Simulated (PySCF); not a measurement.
**Changing the system itself: SBr⁻**

One physical setting of the base script is moved in each run, with the edits that it forces.

The runs use PySCF 2.14.0; each script names its method and basis.

1 further run of the same task is left out (it didn't finish).

## 1. Starting geometry

SBr⁻: 2 atoms, charge -1, spin multiplicity 1.

Bond lengths: S1–Br2 2.200 Å.

## 2. The run that the others are compared with

Contents of input.py:

```python
from pyscf import gto, scf, tdscf

mol = gto.M(
    atom='S 0 0 0; Br 0 0 2.2',
    basis='minao',
    charge=-1,
    spin=0,
    verbose=3,
)
mf = scf.RHF(mol)
mf.kernel()
td = tdscf.TDHF(mf)
td.nstates = 5
td.kernel()
td.analyze()
mf.dip_moment()
print('orbital energies (hartree):', mf.mo_energy[..., max(0, mol.nelec[1]-3):mol.nelec[0]+3].round(4))
```

Run with:

```
> OMP_NUM_THREADS=1 python input.py
```

The log of this run is left out.

In short: E(SCF) = -2969.968445 Eh, excitations 3.38, 3.38, 8.64, 8.64, 11.14 eV.

The bond length is a typed value, not an optimised one. The dipole of an ion depends on the origin.

## 3. PCM, ε = 4.71

Run 1 changes solvent: none (gas phase) → PCM, ε = 4.71; step after the SCF: tddft → analyze.

Contents of input.py:

```python
from pyscf import gto, scf, solvent

mol = gto.M(
    atom='S 0 0 0; Br 0 0 2.2',
    basis='minao',
    charge=-1,
    spin=0,
    verbose=3,
)
mf = scf.RHF(mol)
mf = solvent.PCM(mf)
mf.with_solvent.eps = 4.71
mf.kernel()
mf.analyze()
print('orbital energies (hartree):', mf.mo_energy[..., max(0, mol.nelec[1]-3):mol.nelec[0]+3].round(4))
```

Run with:

```
> OMP_NUM_THREADS=1 python input.py
```

## 4. PCM, ε = 20.5

Run 2 changes solvent: none (gas phase) → PCM, ε = 20.5; step after the SCF: tddft → analyze.

Contents of input.py:

```python
from pyscf import gto, scf, solvent

mol = gto.M(
    atom='S 0 0 0; Br 0 0 2.2',
    basis='minao',
    charge=-1,
    spin=0,
    verbose=3,
)
mf = scf.RHF(mol)
mf = solvent.PCM(mf)
mf.with_solvent.eps = 20.5
mf.kernel()
mf.analyze()
print('orbital energies (hartree):', mf.mo_energy[..., max(0, mol.nelec[1]-3):mol.nelec[0]+3].round(4))
```

## 5. Electric field 0.001 a.u.

Run 3 changes electric field: none → 0.001 a.u.

input.py: that of step 2 with these lines changed.

```diff
@@ -10,2 +10,7 @@
 mf = scf.RHF(mol)
+field = 0.001  # electric field along z, atomic units
+h = mf.get_hcore() + field*mol.intor('int1e_r')[2]
+mf.get_hcore = lambda *args: h
+e_nuc = mol.energy_nuc() - field*mol.atom_charges() @ mol.atom_coords()[:, 2]
+mf.energy_nuc = lambda *args: e_nuc
 mf.kernel()
```

## 6. Charge +1 (UHF)

Run 4 changes charge: -1 → 1; SCF type: RHF → UHF.

Contents of input.py:

```python
from pyscf import gto, scf, tdscf

mol = gto.M(
    atom='S 0 0 0; Br 0 0 2.2',
    basis='minao',
    charge=1,
    spin=0,
    verbose=3,
)
mf = scf.UHF(mol)
mf.kernel()
td = tdscf.TDHF(mf)
td.nstates = 5
td.kernel()
td.analyze()
mf.dip_moment()
print('orbital energies (hartree):', [e[max(0, n-3):n+3].round(4) for e, n in zip(mf.mo_energy, mol.nelec)])
```

## 7. Charge -2 (doublet, UHF)

Run 5 changes charge: -1 → -2; spin (2S): 0 → 1; SCF type: RHF → UHF.

Contents of input.py:

```python
from pyscf import gto, scf, tdscf

mol = gto.M(
    atom='S 0 0 0; Br 0 0 2.2',
    basis='minao',
    charge=-2,
    spin=1,
    verbose=3,
)
mf = scf.UHF(mol)
mf.kernel()
td = tdscf.TDHF(mf)
td.nstates = 5
td.kernel()
td.analyze()
mf.dip_moment()
print('orbital energies (hartree):', [e[max(0, n-3):n+3].round(4) for e, n in zip(mf.mo_energy, mol.nelec)])
```

Before running it: what results should come out? Wanted: for each run, E(SCF); from base; gap, α spin; after the SCF.

**Answer**, as computed:

```csv
run,E(SCF) (hartree),from base (eV),"gap, α spin (eV)",after the SCF
base,-2969.968445,0,12.35,lowest root found 3.38 eV
"PCM, ε = 4.71",-2970.046205,-2.1160,12.43,n/a
"PCM, ε = 20.5",-2970.062387,-2.5563,12.45,n/a
electric field 0.001 a.u.,-2969.966819,not comparable,12.35,lowest root found 3.40 eV
charge +1 (UHF),-2969.520738,+12.1827,9.65,lowest root found 0.00 eV
"charge -2 (doublet, UHF)",-2969.588710,+10.3331,n/a,lowest root found 3.91 eV
```

Of the runs whose energies can be compared, “PCM, ε = 20.5” moves the SCF energy most (-2.556 eV). A continuum solvent with ε = 4.71 lowers the energy by 2.116 eV, a large gain because the system is charged. A continuum solvent with ε = 20.5 lowers the energy by 2.556 eV, a large gain because the system is charged. At the SCF level, adding an electron (to the doublet) costs 10.33 eV at fixed geometry; correlation, diffuse functions and relaxation can still bind it.
